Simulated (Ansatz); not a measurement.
# C3H6FNSi: the cost of one run

Method: functionals in def2-TZVPP, the program's frozen cores in correlated methods; program: Ansatz 0.2.0, Gaussian basis.

The runs, in order: PBE-D4, r2SCAN-D4, PBE0-D4, B3LYP-D4, ωB97X-V, ωB97M-V, B2PLYP; CCSD(T)/def2-TZVPP; MP2/def2-QZVPP; extrapolation to the limit.

## (1) The geometry

All runs share one geometry, relaxed beforehand with PBE0-D4 in a triple-zeta def2 set.

SMILES `NC1(F)C=C[SiH2]1`, 12 atoms, charge 0, spin multiplicity 1.

Atoms are counted from 1 here; the program's logs count them from 0.

Bond lengths: N1–C2 1.404 Å, N1–H7 1.014 Å, N1–H8 1.010 Å, C2–F3 1.417 Å, C2–C4 1.513 Å, C2–Si6 1.926 Å, C4–C5 1.340 Å, C4–H9 1.091 Å, C5–Si6 1.855 Å, C5–H10 1.082 Å, Si6–H11 1.486 Å, Si6–H12 1.489 Å. Angles: C2–N1–H7 112.5°, C2–N1–H8 112.7°, H7–N1–H8 109.4°, N1–C2–F3 111.7°, N1–C2–C4 114.2°, N1–C2–Si6 119.7°, F3–C2–C4 109.2°, F3–C2–Si6 114.4°, C4–C2–Si6 84.5°, C2–C4–C5 107.9°, C2–C4–H9 123.6°, C5–C4–H9 128.5°, C4–C5–Si6 92.3°, C4–C5–H10 126.4°, Si6–C5–H10 141.3°, C2–Si6–C5 75.2°, C2–Si6–H11 115.7°, C2–Si6–H12 118.0° and more.

Coordinates:

```xyz
12

N     0.49123   -1.39310    0.98874
C     0.48278   -0.47365   -0.07254
F     1.48072   -0.77263   -1.03368
C     0.62104    0.97001    0.35685
C    -0.48519    1.62186   -0.02764
Si   -1.19541    0.10281   -0.82129
H     1.37903   -1.41242    1.47757
H     0.24918   -2.32923    0.69578
H     1.49053    1.36140    0.88705
H    -0.71170    2.66448    0.15277
H    -1.27821    0.08582   -2.30530
H    -2.44700   -0.48055   -0.26420
```

## (2) PBE-D4 (GGA)

Contents of in.yaml:

```yaml
crystal:
  periodic: [false, false, false]
  atoms:
    - {symbol: N, position_ang: [0.491226, -1.393099, 0.988740]}
    - {symbol: C, position_ang: [0.482781, -0.473655, -0.072541]}
    - {symbol: F, position_ang: [1.480723, -0.772630, -1.033683]}
    - {symbol: C, position_ang: [0.621041, 0.970012, 0.356845]}
    - {symbol: C, position_ang: [-0.485194, 1.621862, -0.027642]}
    - {symbol: Si, position_ang: [-1.195408, 0.102808, -0.821292]}
    - {symbol: H, position_ang: [1.379026, -1.412420, 1.477566]}
    - {symbol: H, position_ang: [0.249180, -2.329227, 0.695780]}
    - {symbol: H, position_ang: [1.490529, 1.361400, 0.887048]}
    - {symbol: H, position_ang: [-0.711696, 2.664477, 0.152775]}
    - {symbol: H, position_ang: [-1.278207, 0.085818, -2.305296]}
    - {symbol: H, position_ang: [-2.446998, -0.480548, -0.264197]}
basis:
  gaussian: {orbitals: def2-TZVPP}
hamiltonian: {xc: pbe, dispersion: d4}
output: {forces: true, orbitals: {seedname: orbitals}}
```

Run with:

```console
ansatz run in.yaml --threads 4 --pin off --events-out ev --progress --plain --max-ram 10444MiB
```

**Question.** How long does this run take on 4 threads of Arm Neoverse V1, shared host, and how much memory does it need?

About 3.3 s, with a peak of 0.4 GiB.
